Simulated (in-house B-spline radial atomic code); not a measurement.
**Lu²⁶⁺: ionisation energy by several methods**

How far do functionals differ on the ionisation energy of Lu²⁶⁺? Each run solves Lu²⁶⁺ and then the next ion ([Kr] 4d8).

The numbers are computed with in-house B-spline radial atomic code version 1 (Dirac-Coulomb, several functionals; spherical all-electron atom at the radial basis limit), except any that are marked as measured or tabulated.

## (1) Starting point

* element: lutetium (Z = 71)
* charge: +26
* electrons: 45
* configuration: [Kr] 4d9
* nucleus: Fermi, rms radius 5.370 fm

The outer shells:

[Kr] 4d9
```
[Kr] core
4d [↑↓][↑↓][↑↓][↑↓][↑ ]
```

The boxes only draw the filling; these runs are spin-restricted and spherical.

## (2) AM05, a GGA

Settings, as recorded:

```ini
Z = 71
electrons = 45.0
configuration = [Kr] 4d9
hamiltonian = dirac
method = am05
spin_polarised = False
nucleus = fermi
rms_radius = 5.37
mass_number = 175
atomic_mass = 174.940777211
speed_of_light = 137.035999084
```

## (3) OLYP, a GGA

Settings: those of step 2 with these lines changed.

```diff
@@ -4,3 +4,3 @@
 hamiltonian = dirac
-method = am05
+method = optx,lyp
 spin_polarised = False
```

**Question.** The tabulated ionisation energy is 985 ± 4 eV (tabulated theoretical; NIST Atomic Spectra Database). What does each method give, and which comes nearest?

As calculated:

| method | rung | total energy (hartree) | ΔSCF (eV) | with Breit, QED, recoil (eV) | −ε highest (eV) | corrected ΔSCF less tabulated (eV) |
| --- | --- | --- | --- | --- | --- | --- |
| AM05 | GGA | -14267.5196 | 993.51 | 993.09 | 964.73 (4d5/2) | +8.09 |
| OLYP | GGA | -14280.6428 | 995.88 | 995.46 | 967.08 (4d5/2) | +10.46 |

**Reading.** Against the tabulated ionisation energy, 985 ± 4 eV (tabulated theoretical; NIST Atomic Spectra Database), the best here is AM05 (+8.09 eV) and the worst OLYP (+10.46 eV, or 1.1 %). All methods miss on the same side by much the same amount, which points to something that they share. Open shells are averaged (over orientations, and over spins where the run is restricted), while tables refer to the lowest levels.

Members of this set that are not shown: 2 used exact exchange with fractional occupations of an open shell, which is unsound here.
